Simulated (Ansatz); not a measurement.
Relaxation of a periodic cell of 17 atoms, HC$_{16}$ (host C, host structure diamond, interstitial H), cell charge +1, to a largest force component of 0.03 eV/Å in at most 60 steps.

Method: Ansatz, DFT PBE-D3(BJ), scalar-relativistic, plane waves, PAW. Settings: cutoff 420 eV, k mesh 3x3x3, gaussian smearing 0.02 eV, no spin polarisation.

```xyz
17
Lattice="0.0000 3.5700 3.5700 3.5700 0.0000 3.5700 3.5700 3.5700 0.0000" Properties=species:S:1:pos:R:3
C 0.000 0.000 0.000
C 0.892 0.892 0.892
C 1.785 1.785 0.000
C 2.678 2.678 0.892
C 1.785 0.000 1.785
C 2.678 0.892 2.678
C 3.570 1.785 1.785
C 4.463 2.678 2.678
C 0.000 1.785 1.785
C 0.892 2.678 2.678
C 1.785 3.570 1.785
C 2.678 4.463 2.678
C 1.785 1.785 3.570
C 2.678 2.678 4.463
C 3.570 3.570 3.570
C 4.463 4.463 4.463
H 4.873 4.990 5.764
```

Where does it end, and by what steps?

It converged. The force dipped under the threshold on the way, but the program's further checks kept it going. Limits of this set-up: charged cell in a uniform background, uncorrected. After 8 steps the energy has fallen by 0.466 eV; H17 moved furthest, 0.40 Å.

```csv
step,energy less start (eV),largest force component (eV/Å),accepted
0,0.0000,2.115,yes
1,-0.1941,0.879,yes
2,-0.2370,0.425,yes
3,-0.2623,0.502,yes
4,-0.3429,0.510,yes
5,-0.3689,0.437,yes
6,-0.4629,0.181,yes
7,-0.4657,0.023,yes
8,-0.4657,0.023,yes
```

```xyz
17
Lattice="0.0000 3.5700 3.5700 3.5700 0.0000 3.5700 3.5700 3.5700 0.0000" Properties=species:S:1:pos:R:3
C 0.035 -0.006 -0.006
C 0.913 0.887 0.897
C 1.842 1.775 0.040
C 2.716 2.688 0.894
C 1.809 -0.005 1.779
C 2.686 0.871 2.679
C 3.503 1.704 1.717
C 4.546 2.747 2.741
C 0.020 1.769 1.785
C 0.911 2.661 2.673
C 1.804 3.546 1.784
C 2.704 4.446 2.674
C 1.793 1.767 3.561
C 2.686 2.645 4.464
C 3.563 3.534 3.564
C 4.475 4.408 4.418
H 4.568 5.251 5.800
```

Whether the end is a true minimum wasn't checked by a vibrational analysis.

Run time: 35 s on 1 thread of Intel(R) Xeon(R) Platinum 8488C (Sapphire Rapids), on a shared host, peak memory 0.36 GiB.
